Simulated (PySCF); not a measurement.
# BiCl3(H2O): a change of charge

Aim: at the relaxed geometry of BiCl3(H2O), try a change of charge. It is a constructed species; whether it can be made isn't addressed.

Program: PySCF 2.14.0. Level of theory: PBE0, Bi def2-SVP with ECP60, Cl def2-SVP, O def2-SVP, H def2-SVP; scalar-relativistic core potentials, no spin–orbit coupling. These are calculated values, not measurements.

1 further run of the same task is left out (for a known fault of the program).

## (1) Starting geometry

7 atoms, charge 0, spin multiplicity 1.

Bond lengths: Bi1–Cl2 2.488 Å, Bi1–Cl3 2.481 Å, Bi1–Cl4 2.488 Å, O5–H6 0.969 Å, O5–H7 0.969 Å. Angles: Cl2–Bi1–Cl3 97.3°, Cl2–Bi1–Cl4 98.4°, Cl3–Bi1–Cl4 97.3°, H6–O5–H7 104.0°.

Geometry (Å):

```xyz
7
BiCl3H2O
Bi   -0.9921   -0.2665    0.2665
Cl    0.3447    1.7193    0.9451
Cl   -0.0032   -1.8753    1.8753
Cl    0.3447   -0.9451   -1.7193
O    -1.5216    1.6038   -1.6038
H    -0.9718    2.3076   -1.2274
H    -0.9718    1.2274   -2.3076
```

Formal oxidation states: Bi +3. An earlier session relaxed this geometry at PBE0, Bi def2-SVP with ECP60, Cl def2-SVP, O def2-SVP, H def2-SVP (singlet, point group Cs).

Its energy there is -1670.770293 Eh.

## (2) One electron removed, multiplicity 2

run.py (the lines that set the calculation) reads:

```python
mol = gto.M(atom='''
Bi    -0.99206    -0.26646     0.26646
Cl     0.34465     1.71932     0.94509
Cl    -0.00318    -1.87529     1.87529
Cl     0.34465    -0.94509    -1.71932
O     -1.52156     1.60375    -1.60375
H     -0.97181     2.30764    -1.22736
H     -0.97181     1.22736    -2.30764''',
    basis={'Bi': 'def2-SVP', 'Cl': 'def2-SVP', 'O': 'def2-SVP', 'H': 'def2-SVP'},
    ecp={'Bi': 'def2-SVP'},
    charge=1, spin=1)
mf = dft.UKS(mol, xc='PBE0')
mf.grids.atom_grid = (50, 194)
mf = mf.density_fit()  # fitting sets: Bi def2-universal-JKFIT, Cl def2-universal-JKFIT, O def2-universal-JKFIT, H def2-universal-JKFIT
mf.conv_tol = 1e-08; mf.max_cycle = 55
mf.kernel(dm0)  # dm0: the density of the relaxed state
```

Run with:

```bash
$ OMP_NUM_THREADS=2 python run.py
```

The log of the run:

```text
init E= -1670.7763243769
  HOMO = -0.310906970524  LUMO = -0.304057976739  gap/eV = 0.18637
cycle= 1 E= -1670.36230082267  delta_E= 0.414  |g|= 0.19  |ddm|= 0.93
  HOMO = -0.508529403183  LUMO = -0.487815738924  gap/eV = 0.56365
cycle= 2 E= -1670.31495222626  delta_E= 0.0473  |g|= 0.312  |ddm|= 0.812
  HOMO = -0.525586749149  LUMO = -0.466210940961  gap/eV = 1.61570
cycle= 3 E= -1670.38336238205  delta_E= -0.0684  |g|= 0.0926  |ddm|= 0.64
  HOMO = -0.515418821009  LUMO = -0.457456998998  gap/eV = 1.57722
cycle= 4 E= -1670.38927282386  delta_E= -0.00591  |g|= 0.0164  |ddm|= 0.17
  HOMO = -0.515786817509  LUMO = -0.454033982763  gap/eV = 1.68038
cycle= 5 E= -1670.38943264039  delta_E= -0.00016  |g|= 0.0141  |ddm|= 0.0418
  HOMO = -0.516269834341  LUMO = -0.453293987479  gap/eV = 1.71366
cycle= 6 E= -1670.38954961771  delta_E= -0.000117  |g|= 0.00236  |ddm|= 0.0179
  HOMO = -0.516144693194  LUMO = -0.453075892142  gap/eV = 1.71619
cycle= 7 E= -1670.3895754007  delta_E= -2.58e-05  |g|= 0.0018  |ddm|= 0.0158
  HOMO = -0.516267400631  LUMO = -0.452968058966  gap/eV = 1.72246
cycle= 8 E= -1670.38958870467  delta_E= -1.33e-05  |g|= 0.00161  |ddm|= 0.012
  HOMO = -0.516283971054  LUMO = -0.452941472569  gap/eV = 1.72364
cycle= 9 E= -1670.38959813496  delta_E= -9.43e-06  |g|= 0.00108  |ddm|= 0.01
  HOMO = -0.516349461452  LUMO = -0.452867179354  gap/eV = 1.72744
cycle= 10 E= -1670.3896092475  delta_E= -1.11e-05  |g|= 0.000552  |ddm|= 0.0191
  HOMO = -0.516353260734  LUMO = -0.452861285828  gap/eV = 1.72770
cycle= 11 E= -1670.38961258536  delta_E= -3.34e-06  |g|= 0.000306  |ddm|= 0.013
  HOMO = -0.516343878762  LUMO = -0.45287459327  gap/eV = 1.72709
cycle= 12 E= -1670.38961304346  delta_E= -4.58e-07  |g|= 0.000161  |ddm|= 0.00396
  HOMO = -0.516332613573  LUMO = -0.452867742028  gap/eV = 1.72697
cycle= 13 E= -1670.38961319354  delta_E= -1.5e-07  |g|= 5.96e-05  |ddm|= 0.00309
  HOMO = -0.516328614828  LUMO = -0.452870724283  gap/eV = 1.72678
cycle= 14 E= -1670.3896132078  delta_E= -1.43e-08  |g|= 1.95e-05  |ddm|= 0.000541
  HOMO = -0.516326256888  LUMO = -0.452868179679  gap/eV = 1.72678
cycle= 15 E= -1670.38961321042  delta_E= -2.62e-09  |g|= 1.07e-05  |ddm|= 0.000281
  HOMO = -0.51632652309  LUMO = -0.452870151593  gap/eV = 1.72674
Extra cycle  E= -1670.38961321074  delta_E= -3.23e-10  |g|= 1.07e-05  |ddm|= 5.81e-05
converged SCF energy = -1670.38961321074  <S^2> = 0.76118974  2S+1 = 2.0111586
```

Run time: 4.7 s. Hardware: 2 threads of Arm Neoverse V1, shared host.

Read off: E = -1670.389613 Eh (+10.359 eV from the relaxed state), HOMO -14.05 eV, LUMO -12.32 eV (over both spins), ⟨S²⟩ = 0.761, Mulliken charge on Bi1 +1.12 e. 

## (3) One electron added, multiplicity 2

Changes to run.py (the lines that set the calculation) since step 2:

```diff
@@ -10,3 +10,3 @@
     ecp={'Bi': 'def2-SVP'},
-    charge=1, spin=1)
+    charge=-1, spin=1)
 mf = dft.UKS(mol, xc='PBE0')
```

Run with:

```bash
$ OMP_NUM_THREADS=2 python run.py
```

The log of the run:

```text
init E= -1670.77604388314
  HOMO = -0.0828633792297  LUMO = -0.0790201575699  gap/eV = 0.10458
cycle= 1 E= -1670.7590177185  delta_E= 0.017  |g|= 0.173  |ddm|= 1.66
  HOMO = 0.102941445842  LUMO = 0.171926755374  gap/eV = 1.87719
cycle= 2 E= -1670.76614253134  delta_E= -0.00712  |g|= 0.162  |ddm|= 0.702
  HOMO = 0.0644609314166  LUMO = 0.137759102998  gap/eV = 1.99454
cycle= 3 E= -1670.78120208102  delta_E= -0.0151  |g|= 0.0242  |ddm|= 0.329
  HOMO = 0.0604645033582  LUMO = 0.135437701822  gap/eV = 2.04012
cycle= 4 E= -1670.78147383829  delta_E= -0.000272  |g|= 0.0087  |ddm|= 0.0455
  HOMO = 0.0591307341209  LUMO = 0.134332006322  gap/eV = 2.04633
cycle= 5 E= -1670.78152272558  delta_E= -4.89e-05  |g|= 0.0022  |ddm|= 0.0215
  HOMO = 0.0590902748274  LUMO = 0.134509360083  gap/eV = 2.05226
cycle= 6 E= -1670.78152561876  delta_E= -2.89e-06  |g|= 0.00104  |ddm|= 0.00417
  HOMO = 0.0591016422866  LUMO = 0.134571157248  gap/eV = 2.05363
cycle= 7 E= -1670.78152616826  delta_E= -5.49e-07  |g|= 0.000348  |ddm|= 0.00185
  HOMO = 0.0590984355915  LUMO = 0.134572652362  gap/eV = 2.05376
cycle= 8 E= -1670.78152626744  delta_E= -9.92e-08  |g|= 8.05e-05  |ddm|= 0.00117
  HOMO = 0.0590960845389  LUMO = 0.13457779606  gap/eV = 2.05396
cycle= 9 E= -1670.7815262929  delta_E= -2.55e-08  |g|= 3.01e-05  |ddm|= 0.000976
  HOMO = 0.0590965894924  LUMO = 0.134578743733  gap/eV = 2.05397
cycle= 10 E= -1670.78152629759  delta_E= -4.7e-09  |g|= 1.48e-05  |ddm|= 0.000437
  HOMO = 0.0590969216907  LUMO = 0.134579650079  gap/eV = 2.05399
Extra cycle  E= -1670.78152629861  delta_E= -1.02e-09  |g|= 1.02e-05  |ddm|= 0.000182
converged SCF energy = -1670.78152629861  <S^2> = 0.75201394  2S+1 = 2.0020129
```

Run time: 3.6 s. Hardware: 2 threads of Arm Neoverse V1, shared host.

Read off: E = -1670.781526 Eh (-0.306 eV from the relaxed state), HOMO 1.61 eV, LUMO 3.39 eV (over both spins), ⟨S²⟩ = 0.752, Mulliken charge on Bi1 +0.49 e. The highest filled level lies above zero; it isn't the detachment energy.

## (4) The states side by side

| state | energy from the relaxed state (eV) | ⟨S²⟩ | time |
| --- | --- | --- | --- |
| charge 0, singlet, vacuum (relaxed) | 0 | 0.00 |  |
| charge -1, doublet, vacuum | -0.31 | 0.75 | 3.6 s |
| charge +1, doublet, vacuum | 10.36 | 0.76 | 4.7 s |

An electron taken off or put on is at rest in vacuum. 

Removing an electron vertically costs 10.36 eV (doublet), against −HOMO = 8.37 eV. Adding an electron vertically releases 0.31 eV (doublet). These are double-zeta-type bases without diffuse functions. Spin–orbit coupling is left out.
